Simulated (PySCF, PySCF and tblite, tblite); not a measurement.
# C7H10Si: a path driven as a shift of bonds, and NMR exchange

An exercise on one series of results from a longer session: the logs are not shown, and one member is left open.

Programs: PySCF 2.14.0 with density-fitted response routines of our own, and tblite 0.8.0. All values are computed, except where a source is named. Atoms count from 0 throughout.

## The molecule as given

18 atoms, charge 0, multiplicity 1; geometry from: force field or distance geometry start.

Bonds of the start (Å): C1–C2 1.52, C1–C7 1.52, C1–H11 1.09, C2–C3 1.33, C2–H12 1.10, C3–C4 1.46, C3–H13 1.08, C4–C5 1.34, C4–H14 1.09, C5–C6 1.44, C5–H15 1.10, C6–C7 1.33, C6–H16 1.09, C7–H17 1.10, Si0–C1 1.90, Si0–H10 1.48, Si0–H8 1.49, Si0–H9 1.50.

Set-up of the first run:

What the job is given:

```
{"job": {"xc": "GFN2-xTB", "basis": "xTB", "kind": "relax"}, "charge": 0, "multiplicity": 1}
Si    -2.204000     0.243900     0.705700
C     -0.947000    -0.048300    -0.693700
C     -0.047700     1.142600    -0.960500
C      1.164500     1.423700    -0.490100
C      1.887200     0.643800     0.505800
C      1.803700    -0.675300     0.707400
C      0.982700    -1.618800     0.001900
C     -0.202700    -1.369700    -0.555400
H     -3.152300    -0.904500     0.787600
H     -3.018800     1.463800     0.411400
H     -1.564800     0.418600     2.032100
H     -1.556500    -0.164900    -1.590900
H     -0.482800     1.869200    -1.654900
H      1.661800     2.333400    -0.802000
H      2.587400     1.227600     1.103500
H      2.447600    -1.108500     1.487100
H      1.358500    -2.640900     0.002300
H     -0.725700    -2.229500    -1.008700
```

Command:

```sh
$ OMP_NUM_THREADS=1 python ens_run.py task.json out
```

One launch serves the whole session.

Steps of the session up to this table: GFN2-xTB relaxation, start minimum; Relaxed scan, to the middle; Relaxed scan, from the middle, back; Relaxed scan, from the middle, on; Nudged elastic band, leg 1; Saddle search, leg 1; DFT refinement, start: PBE0-D3(BJ)/def2-SVP; Shieldings, start: PBE0/pcSseg-1 in chloroform; Shieldings, saddle of leg 1: PBE0/pcSseg-1 in chloroform; Kinetics and line shapes; Shieldings, start: PBE0/pcSseg-1 in benzene; Single-point energy, saddle of leg 1: PBE0/pcSseg-1 in benzene; Second level: PBE0/pcSseg-1 + D3(BJ), IEF-PCM benzene.

One table of the session follows, with a row left open; its other results are not shown here.

It belongs to the step «Second level: PBE0/pcSseg-1 + D3(BJ), IEF-PCM benzene». Barriers by level (kcal/mol; entropies in cal/(mol K)). Zero-point and thermal terms come from xTB in every row. ΔG‡ leaves symmetry out; the rate counts equivalent paths (a factor of 2); effective ΔG‡, where given, is the barrier that would give that rate by Eyring's equation alone:

| level | ΔE‡ | with zero-point | ΔH‡ | ΔG‡ (298 K) | k at 298 K (1/s) |
| --- | --- | --- | --- | --- | --- |
| GFN2-xTB | ? | ? | ? | ? | ? |
| PBE0-D3(BJ)/def2-SVP | 24.93 | 24.47 | 24.01 | 25.01 | 5.8e-06 |
| PBE0/pcSseg-1 + D3(BJ), IEF-PCM chloroform | 25.00 | 24.54 | 24.08 | 25.08 | 5.1e-06 |
| PBE0/pcSseg-1 + D3(BJ), IEF-PCM benzene | 25.11 | 24.65 | 24.19 | 25.19 | 4.2e-06 |

**Question.** Estimate the row for GFN2-xTB.

As computed: ΔE‡: 19.08; with zero-point: 18.63; ΔH‡: 18.17; ΔG‡ (298 K): 19.17; k at 298 K (1/s): 0.11. In the column «ΔE‡» it is the lowest.
